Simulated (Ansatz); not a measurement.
**NiMoIrPdW in Ansatz: the effect of functional**

NiMoIrPdW:

```
Ni Mo Pd Ir W
1.0
     2.76078    0.00000    0.00000
    -1.38039    2.39090    0.00000
     0.00000    0.00000   11.34051
Ni Mo Pd Ir W
1 1 1 1 1
Direct
  0.00000 0.00000 0.70917
  0.66667 0.33333 0.29425
  0.66667 0.33333 0.89901
  0.00000 0.00000 0.10604
  0.66667 0.33333 0.52921
```

The cell was built by a generator and needn't be a form met in nature.

Alike in all runs:

| Property | Result |
| --- | --- |
| Program | Ansatz 0.2.0 |
| Task | band structure |
| Potentials or basis | all-electron LAPW, scalar-relativistic |
| Cutoff | 282 eV (chosen from the basis error) |
| Basis error allowed | 0.002 eV/atom |
| k mesh | 8 × 8 × 2 |
| Occupations | fermi-dirac, width 0.05 eV |
| Spin | collinear spin, ferromagnetic start |
| Starting moments | [1.0, 1.0, 0.0, 0.6, 0.0] μB |

Question: One run gave: pressure -14.0 GPa; largest force 0.29 eV/Å. Which functional did it use?
A. RPBE
B. PBE
C. LDA

Answer: C.

```csv
functional,pressure (GPa),largest force (eV/Å)
PBE,0.0,0.30
RPBE,4.0,0.32
LDA,-14.0,0.29
```

Caveats: the k mesh is thin for a metal, which can move the energy by tens of meV per atom; the starting moments weren't kept.
